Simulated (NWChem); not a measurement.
# CH4GeO (SMILES C[O][GeH]): levels of theory compared

We compute a comparison of 3 runs (HF/def2-SVP, PBE0/def2-SVP, CCSD(T)/STO-3G) of CH4GeO. 

The calculation is run with NWChem 7.3.0.

**1. The system as given**

CH4GeO has 7 atoms, charge 0, and is taken as a singlet. SMILES: `C[O][GeH]`. The shape is that of a PBE0-D4/def2-TZVP optimisation. This is one conformer, not always the lowest.

Bond lengths: C1–O2 1.407 Å, O2–Ge3 1.774 Å, C1–H4 1.094 Å, C1–H5 1.096 Å, C1–H6 1.094 Å, Ge3–H7 1.619 Å. Angles: C1–O2–Ge3 127.8°, O2–C1–H4 109.5°, O2–C1–H5 111.7°, O2–C1–H6 109.4°, O2–Ge3–H7 95.3°, H4–C1–H5 109.0°, H4–C1–H6 108.1°, H5–C1–H6 109.0°.

**2. Energy and gradient at HF/def2-SVP (run 1)**

work.nw

```
start work
memory 2200 mb
geometry noautosym nocenter noautoz
C    -0.420700    0.662700   -0.094800
O    -0.623500   -0.712400   -0.309800
Ge    0.521900   -2.037000   -0.026500
H    -0.553400    1.202400   -1.037400
H     0.582400    0.869000    0.296300
H    -1.163900    1.033500    0.617600
H     1.718500   -1.086300    0.509000
end
basis spherical bse
* library def2-SVP
end
scf
thresh 1e-08
maxiter 80
end
task scf gradient
```

On the command line:

```console
$ nwchem work.nw > work.out
```

The program printed:

```text
[...]
  functions       =    80
[...]
  wavefunction    = RHF
[...]
         Total SCF energy =  -2190.051450363026
      One-electron energy =  -3400.238770715941
      Two-electron energy =   1035.383184962933
 Nuclear repulsion energy =    174.804135389982
        Time for solution =      7.7s
[...]
                         RHF ENERGY GRADIENTS
    atom               coordinates                        gradient
                 x          y          z           x          y          z
   1 C      -0.795008   1.252321  -0.179146    0.004849   0.006585   0.002441
   2 O      -1.178244  -1.346241  -0.585437   -0.010361  -0.004011  -0.004200
   3 Ge      0.986248  -3.849372  -0.050078    0.001905  -0.007234  -0.000045
   4 H      -1.045774   2.272207  -1.960402   -0.000618   0.000306  -0.002006
   5 H       1.100576   1.642172   0.559926    0.003043  -0.000216   0.001107
   6 H      -2.199452   1.953032   1.167095   -0.001779  -0.000016   0.001151
   7 H       3.247494  -2.052809   0.961871    0.002959   0.004587   0.001551
[...]
```

Wall time 11 s (1 thread of AMD EPYC 9R45 (Zen 5), shared host); peak memory 0.1 GiB.

**3. Energy and gradient at PBE0/def2-SVP (run 2)**

a.nw

```
start a
title "CH4GeO"
memory total 2200 mb
charge 0

geometry units bohr noautosym nocenter noautoz
  C   -0.79500778   1.25232150  -0.17914604
  O   -1.17824424  -1.34624089  -0.58543715
  Ge   0.98624806  -3.84937212  -0.05007774
  H   -1.04577444   2.27220669  -1.96040188
  H    1.10057649   1.64217200   0.55992585
  H   -2.19945224   1.95303195   1.16709485
  H    3.24749435  -2.05280949   0.96187060
end

basis spherical bse
  * library def2-SVP
end

dft
  xc pbe0
  grid xfine
  convergence energy 1e-08
  maxiter 100
  mulliken
end

task dft gradient
```

On the command line:

```console
$ nwchem a.nw > a.out
```

The program printed:

```text
[...]
          Wavefunction type:  closed shell.
          No. of atoms     :     7
          No. of electrons :    50
[...]
          Charge           :     0
          Spin multiplicity:     1
[...]
          AO basis - number of functions:    80
[...]
              XC Information
              --------------
                         PBE0 Method XC Functional
                     Hartree-Fock (Exact) Exchange  0.250
          PerdewBurkeErnzerhof Exchange Functional  0.750
            Perdew 1991 LDA Correlation Functional  1.000 local
           PerdewBurkeErnz. Correlation Functional  1.000 non-local
[...]
 d= 0,ls=0.0,diis     1  -2191.9142876248 -2.37D+03  1.53D-02  4.62D-01     1.5
[...]
 d= 0,ls=0.0,diis     8  -2191.9741781713 -3.68D-09  3.82D-06  1.05D-07     9.6
         Total DFT energy =    -2191.974178171308
      One electron energy =    -3399.842329227982
           Coulomb energy =     1127.206061006570
    Exchange-Corr. energy =      -94.142032725041
 Nuclear repulsion energy =      174.804122775144
[...]
  wavefunction    = closed shell
                         DFT ENERGY GRADIENTS
    atom               coordinates                        gradient
                 x          y          z           x          y          z
   1 C      -0.795008   1.252322  -0.179146    0.002114   0.009975   0.001783
   2 O      -1.178244  -1.346241  -0.585437   -0.000519  -0.004480  -0.000641
   3 Ge      0.986248  -3.849372  -0.050078   -0.000585   0.003083   0.000102
   4 H      -1.045774   2.272207  -1.960402    0.000794  -0.003606   0.004628
   5 H       1.100576   1.642172   0.559926   -0.005273  -0.001789  -0.002116
   6 H      -2.199452   1.953032   1.167095    0.003824  -0.002770  -0.003578
   7 H       3.247494  -2.052809   0.961871   -0.000356  -0.000413  -0.000177
[...]
```

Wall time 14 s (1 thread of AMD EPYC 9R45 (Zen 5), shared host); peak memory 0.14 GiB.

**4. The energy at CCSD(T)/STO-3G (run 3)**

ch4geo.nw

```
start ch4geo
title "CH4GeO energy"
memory stack 880 mb heap 220 mb global 1100 mb

geometry noautosym nocenter noautoz
  C    -0.420700    0.662700   -0.094800
  O    -0.623500   -0.712400   -0.309800
  Ge    0.521900   -2.037000   -0.026500
  H    -0.553400    1.202400   -1.037400
  H     0.582400    0.869000    0.296300
  H    -1.163900    1.033500    0.617600
  H     1.718500   -1.086300    0.509000
end

basis spherical bse
  * library STO-3G
end

scf
  thresh 1e-08
  maxiter 80
end

ccsd
  freeze core 11
  maxiter 60
end

task ccsd(t)
```

On the command line:

```console
$ nwchem ch4geo.nw > ch4geo.out
```

The program printed:

```text
[...]
  functions       =    32
[...]
  wavefunction    = RHF
[...]
         Total SCF energy =  -2165.284661595403
      One-electron energy =  -3387.547949589745
      Two-electron energy =   1047.459152604360
 Nuclear repulsion energy =    174.804135389982
        Time for solution =      1.3s
[...]
 Total MP2 energy:          -2165.415437696797653
[...]
             energy      energy      error      ampl     ampl      Block
                                                time     time      time
[...]
 Total CCSD energy:          -2165.453132160201221
[...]
 Total CCSD+T(CCSD) energy:          -2165.461890176748966
[...]
 Total CCSD(T) energy:               -2165.459457151511288
[...]
```

Run time: 5.1 s. Hardware: 1 thread of AMD EPYC 9R45 (Zen 5), shared host; peak memory 0.11 GiB.

**5. All runs side by side**

```csv
run,level,iteration cap,module,energy (Eh),dipole moment (D),HOMO energy (eV),LUMO energy (eV),wall time
1,HF/def2-SVP,80,scf,-2190.051450,1.26,-9.27,0.98,11 s
2,PBE0/def2-SVP,100,dft,-2191.974178,1.13,-6.79,-2.09,14 s
3,CCSD(T)/STO-3G,80,ccsd(t),-2165.459457,–,-6.51,5.29,5.1 s
```

**6. What came out**

```
                                           quantity           value
                                run 3: total energy  -2165.45946 Eh
         run 3: HOMO energy (Hartree–Fock orbitals)        -6.51 eV
         run 3: LUMO energy (Hartree–Fock orbitals)         5.29 eV
       run 3: HOMO–LUMO gap (Hartree–Fock orbitals)        11.80 eV
run 3: correlation energy (11 core orbitals frozen)      -174.8 mEh
                              run 3: (T) correction       -6.32 mEh
```

**Reading.** In run 3 the basis is minimal, so the values are rough. All runs together took 29 s, the longest 14 s.
